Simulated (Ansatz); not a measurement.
# NaF (Fm-3m): exact exchange against the cheap answer (a further series)

Aim: see how the gap and pressure of NaF (Fm-3m) move with the amount and range of exact exchange, and what each run costs.

Computed with Ansatz 0.2.0 (DFT at several levels, plane waves, PAW, unless a step's input says otherwise).

### 1 The structure to begin with

It takes space group Fm-3m (No. 225, cubic). The conventional cell has a = 4.647 Å, b = 4.647 Å, c = 4.647 Å, α = 90.00°, β = 90.00°, γ = 90.00°. Around Na (site symmetry m-3m) lie 6 F at 2.32 Å. F (site symmetry m-3m) is surrounded by 6 Na at 2.32 Å.

As a file:

```cif
data_structure
_symmetry_space_group_name_H-M 'P 1'
_symmetry_Int_Tables_number 1
_cell_length_a 3.2856
_cell_length_b 3.2856
_cell_length_c 3.2856
_cell_angle_alpha 60.000
_cell_angle_beta 60.000
_cell_angle_gamma 60.000
_cell_volume 25.08
loop_
_atom_site_label
_atom_site_type_symbol
_atom_site_fract_x
_atom_site_fract_y
_atom_site_fract_z
_atom_site_occupancy
Na1 Na 0.00000 0.00000 0.00000 1
F1 F 0.50000 0.50000 0.50000 1
```

An earlier run on this cell at PBE gave 1.70 GPa at 12.541 Å³/atom (8×8×8 mesh), mesh gap 6.27 eV.

The cell stays fixed from here on.

Levels to run, all on a 6×6×6 mesh: PBE0 + D4; PBE0 form (fraction 0.15); CAM-B3LYP; HSE06. Hardware: 4 threads of Arm Neoverse V2, shared host.

An earlier series ran PBE on this mesh: volume 12.541 Å³/atom, pressure 1.70 GPa, gap on the mesh 6.27 eV.

### 2 PBE0 + D4

The input, input.yaml:

```yaml
crystal:
  lattice:
    - [0.0, 2.3233012604, 2.3233012604]
    - [2.3233012604, 0.0, 2.3233012604]
    - [2.3233012604, 2.3233012604, 0.0]
  atoms:
    - { symbol: Na, position: [0.0, 0.0, 0.0] }
    - { symbol: F, position: [0.5, 0.5, 0.5] }
basis:
  ecutwfc: 420
  ecutrho_ratio: 4
kpoints:
  mp_grid: { grid: [6, 6, 6] }
hamiltonian:
  xc: pbe0
  dispersion: d4
scf:
  occupations: { method: gaussian, width: 0.05 }
  n_extra_bands: 9
output:
  forces: true
  stress: true
  eigenvalues: true
  populations: true
  dos: { projected: true, de: 0.02 }
```

Started as:

```
$ ansatz run input.yaml --threads 4 --pin off --max-ram 8192MiB --backend cpu --events-out ev --progress --plain --runs-dir out
```

After this run come: PBE0 form (fraction 0.15); CAM-B3LYP; HSE06.

Before running it: what results should come out? Wanted: for each run, exact exchange; change of gap; pressure.

The runs gave:

| level | exact exchange | gap on the mesh (eV) | change of gap (eV) | pressure (GPa) | wall time | CPU time |
| --- | --- | --- | --- | --- | --- | --- |
| PBE (earlier series) | 0.00 | 6.27 | 0 | 1.7 | 0.29 s | 0.7 s |
| PBE0 + D4 | 0.25 | 9.20 | +2.93 | -1.0 | 3.5 s | 11 s |
| PBE0 form (fraction 0.15) | 0.15 | 8.02 | +1.75 | 0.5 | 3.3 s | 11 s |
| CAM-B3LYP | by range | 11.62 | +5.35 | -2.0 | 4.2 s | 14 s |
| HSE06 | 0.25 | 8.43 | +2.16 | -0.3 | 3.5 s | 11 s |

Changes count from PBE. Times are on 4 threads of Arm Neoverse V2, shared host; the hybrid runs also made densities of states.

Against 6.27 eV at PBE, the runs with exact exchange give 8.02 (PBE0 form (fraction 0.15)) to 11.62 eV (CAM-B3LYP). The pressure spans -2.0 to 1.7 GPa, negative where a level wants a smaller cell on this coarse mesh, whose own error is in all of them. Levels with a dispersion term owe part of their pull to it. The median run with exact exchange took 16 times the CPU time of the cheap one. Gaps are over this coarse mesh alone, and total energies of different levels can't be compared. The program warned that the SCF threshold is loose for the stress of this hybrid run.
